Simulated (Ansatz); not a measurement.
Geometry optimisation, DFT r2SCAN, scalar-relativistic, plane waves, PAW in Ansatz 0.2.0.

input.yaml

```yaml
accuracy: low
crystal:
  lattice:
    - [4.58, 0.0, 0.0]
    - [2.29, 3.966396, 0.0]
    - [0.0, 0.0, 14.58843]
  atoms:
    - { symbol: Be, position: [0.0, 0.0, 0.0685475] }
    - { symbol: Be, position: [0.5, 0.0, 0.0685475] }
    - { symbol: Be, position: [0.0, 0.5, 0.0685475] }
    - { symbol: Be, position: [0.5, 0.5, 0.0685475] }
    - { symbol: Be, position: [-0.1666667, 0.3333333, 0.1915364] }
    - { symbol: Be, position: [0.3333333, 0.3333333, 0.1915364] }
    - { symbol: Be, position: [-0.1666667, 0.8333333, 0.1915364] }
    - { symbol: Be, position: [0.3333333, 0.8333333, 0.1915364] }
    - { symbol: Be, position: [0.0, 0.0, 0.3145253] }
    - { symbol: Be, position: [0.5, 0.0, 0.3145253] }
    - { symbol: Be, position: [0.0, 0.5, 0.3145253] }
    - { symbol: Be, position: [0.5, 0.5, 0.3145253] }
    - { symbol: Fe, position: [0.6295853, 0.7196453, 0.4557331], spin: 1.0 }
magnetization:
  spin_polarized: true
basis:
  ecutwfc: 500.0
kpoints:
  mp_grid: { grid: [3, 3, 1] }
hamiltonian:
  xc: r2scan
scf:
  occupations: { method: fermi_dirac, width: 0.05 }
  lower_state_search: "off"
relax:
  f_tol: 0.08
  max_steps: 25
  adjacent_minimum: "off"
  constraints: [{ sites: [0, 1, 2, 3] }]
output:
  write_density: true
  write_potential: true
  elf: true
  volumetric_format: npy
```

Command:

```bash
$ ansatz run input.yaml --threads 2 --pin off --max-ram 5120MiB --backend cpu --events-out ev --progress --plain --runs-dir out
```

Problem. Where does it end, and by what steps?

Solution. It converged. Limits of this set-up: coarse k mesh, thin slab, slab without dipole correction, low accuracy level. After 4 steps the energy has fallen by 0.429 eV; Fe13 moved furthest, 0.48 Å.

| step | energy less start (eV) | largest force component (eV/Å) | accepted |
| --- | --- | --- | --- |
| 0 | 0.0000 | 1.665 | yes |
| 1 | -0.2741 | 0.874 | yes |
| 2 | -0.3978 | 0.203 | yes |
| 3 | -0.4198 | 0.185 | yes |
| 4 | -0.4290 | 0.029 | yes |

```xyz
13
Lattice="4.5800 0.0000 0.0000 2.2900 3.9664 0.0000 0.0000 0.0000 14.5884" Properties=species:S:1:pos:R:3
Be 0.000 0.000 1.000
Be 2.290 0.000 1.000
Be 1.145 1.983 1.000
Be 3.435 1.983 1.000
Be 0.001 1.306 2.789
Be 2.287 1.333 2.776
Be 1.160 3.309 2.780
Be 3.421 3.309 2.777
Be 0.002 -0.007 4.735
Be 2.291 0.057 4.465
Be 1.180 1.961 4.531
Be 3.396 1.957 4.513
Fe 4.546 2.755 6.177
```

Run time: 2.8 min on 2 threads of Intel(R) Xeon(R) Platinum 8259CL CPU @ 2.50GHz (Skylake/Cascade Lake) (shared host), peak memory 0.85 GiB.
